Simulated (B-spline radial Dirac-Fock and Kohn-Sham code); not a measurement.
# Muonic Sn

Wanted: the levels and X-ray lines of a negative muon bound to a nucleus of Sn.

Program: B-spline radial Dirac-Fock and Kohn-Sham code, version 3. Model: Dirac equation of a negative muon with reduced mass around a spherical finite nucleus, Uehling potential to all orders; no nuclear polarisation, deformation, self-energy or electron screening. All values are calculated, but those marked as tabulated.

### Step 1. The system

Atomic tin in the configuration 1s2 2s2 2p6 3s2 3p6 3d10 4s2 4p6 4d10 5s2 5p2.

| Quantity | Value |
| --- | --- |
| nuclear charge | 50 |
| electrons | 50 |
| mass number | 108 |
| nuclear rms radius | 4.5605 fm |

### Step 2. A = 108, fermi nucleus

Settings, as recorded:

```ini
task = muonic
Z = 50
charge = 0
configuration = 1s2 2s2 2p6 3s2 3p6 3d10 4s2 4p6 4d10 5s2 5p2
mass_number = 108
rms_radius = 4.5605  # fm
nuclear_model = fermi
atomic_mass = 107.911894  # u
radius_from = measured
```

### Step 3. A = 109, fermi nucleus

The run's settings:

```ini
task = muonic
mass_number = 109
rms_radius = 4.5679  # fm
nuclear_model = fermi
atomic_mass = 108.911293  # u
```

### Step 4. A = 110, fermi nucleus

The run's settings:

```ini
task = muonic
mass_number = 110
rms_radius = 4.5785  # fm
nuclear_model = fermi
atomic_mass = 109.907845  # u
```

### Step 5. A = 111, fermi nucleus

The run's settings:

```ini
task = muonic
mass_number = 111
rms_radius = 4.5836  # fm
nuclear_model = fermi
atomic_mass = 110.907741  # u
```

(Steps that only read results are left out.)

What does the calculation give? Wanted: 1s binding, A = 108, fermi; for a point nucleus; vacuum polarisation in 1s; mean 1s radius, nuclear rms radius.

The runs gave:

| quantity | value |
| --- | --- |
| 1s binding, A = 108, fermi | 5259.97 keV |
| for a point nucleus | 7276.50 keV |
| vacuum polarisation in 1s | 36.29 keV |
| mean 1s radius, nuclear rms radius | 10.2, 4.561 fm |

In words: The 1s muon orbits at 10.2 fm on average, 2.2 nuclear radii, and the finite size takes 28 % off its binding. (Vacuum polarisation, which the point-nucleus values lack, is taken out for this ratio.) The size effect lifts 2s above 2p1/2, which a point nucleus keeps level. From A = 108 to 111 the 2p3/2 → 1s1/2 line moves by -9.14 keV. Nuclear polarisation, deformation and electron screening are left out.
